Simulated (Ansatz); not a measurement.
# CH2Se: functionals against CCSD(T) at one geometry

An exercise on one series of results from a longer session: the logs are not shown, and one member is left open.

The runs use Ansatz 0.2.0, Gaussian basis; single points in def2-TZVPP.

Cores are frozen in the correlated methods. Filled d shells of the heavier atoms are correlated.

## The starting structure

SMILES `C=[Se]`, 4 atoms, charge 0, spin multiplicity 1.

Atoms are counted from 1 here; the program's logs count them from 0.

Bond lengths: C1–Se2 1.734 Å, C1–H3 1.077 Å, C1–H4 1.078 Å. Angles: Se2–C1–H3 122.2°, Se2–C1–H4 122.3°, H3–C1–H4 115.5°.

As a file:

```
atom    x (Å)    y (Å)    z (Å)
  C1  -0.1295  -0.0234  -0.0668
 Se2   1.3882   0.3037   0.7050
  H3  -0.5724  -1.0052  -0.0675
  H4  -0.6832   0.7364  -0.5947
```

The first run:

Contents of run/in.yaml:

```yaml
crystal:
  periodic: [false, false, false]
  atoms:
    - {symbol: C, position_ang: [-0.129500, -0.023400, -0.066800]}
    - {symbol: Se, position_ang: [1.388200, 0.303700, 0.705000]}
    - {symbol: H, position_ang: [-0.572400, -1.005200, -0.067500]}
    - {symbol: H, position_ang: [-0.683200, 0.736400, -0.594700]}
basis:
  gaussian: {orbitals: def2-TZVPP}
correlation: {method: ccsd_t}
output: {forces: true}
```

The command line of these runs was not kept.

Among the steps run: CCSD(T)/def2-TZVPP; PBE0-D4/def2-TZVPP; wB97M-V/def2-TZVPP; r2SCAN-D4/def2-TZVPP; PBE-D4/def2-TZVPP; BHLYP-D4/def2-TZVPP; r2SCAN0-D4/def2-TZVPP.

One of the session's tables, all rows but one given; the rest of the session is left out.

```
    method  RMS force component (eV/Å)  angle to CCSD(T) forces (°)  dipole (D)
   CCSD(T)                       0.350                    reference        1.46
   PBE0-D4                       0.154                         51.2        1.55
   wB97M-V                       0.104                         66.2        1.52
 r2SCAN-D4                       0.205                         29.4        1.60
    PBE-D4                       0.363                         28.0        1.43
  BHLYP-D4                           ?                            ?           ?
r2SCAN0-D4                       0.078                         76.0        1.65
```

Estimate the missing values for BHLYP-D4.

The run gave: RMS force component (eV/Å): 0.050; angle to CCSD(T) forces (°): 74.5; dipole (D): 1.65. In the column «RMS force component (eV/Å)» it is the lowest.
